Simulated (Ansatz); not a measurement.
# STi: the cost of one run

Method: def2-QZVPP, core rule «outside noble gas», up to 14 orbitals frozen; program: Ansatz 0.2.0, Gaussian basis.

To be run: UHF; ROHF; CCSD(T) on UHF.

2 further runs of the same task are left out: 2 set aside as unsound or not needed.

### 1 The geometry

The geometry is a PBE0/def2-TZVP stationary point (not a proven minimum) of the parent state, kept for this charge and spin.

2 atoms, charge 0, spin multiplicity 5.

Atoms are counted from 1 here; the program's logs count them from 0.

Bond lengths: Ti1–S2 2.066 Å.

As a file:

```xyz
2

Ti    0.0000    0.0000    0.0000
S     0.0000    0.0000    2.0664
```

### 2 UHF

File in.yaml:

```yaml
crystal:
  periodic: [false, false, false]
  atoms:
    - {symbol: Ti, position_ang: [0.000000, 0.000000, 0.000000]}
    - {symbol: S, position_ang: [0.000000, 0.000000, 2.066400]}
basis:
  gaussian: {orbitals: "def2-QZVPP.json"}
magnetization: {spin_polarized: true, initial_magnetization: 4}
hamiltonian: {xc: hf}
output: {orbitals: {seedname: orbitals}}
```

Command:

```bash
$ ansatz run in.yaml --threads 1 --pin off --events-out ev --progress --plain --max-ram 4096MiB --backend cpu
```

**Question.** How long does this run take on 1 thread of AMD EPYC 7R13, shared host, and how much memory does it need?

About 81 s, with a peak of 0.52 GiB.
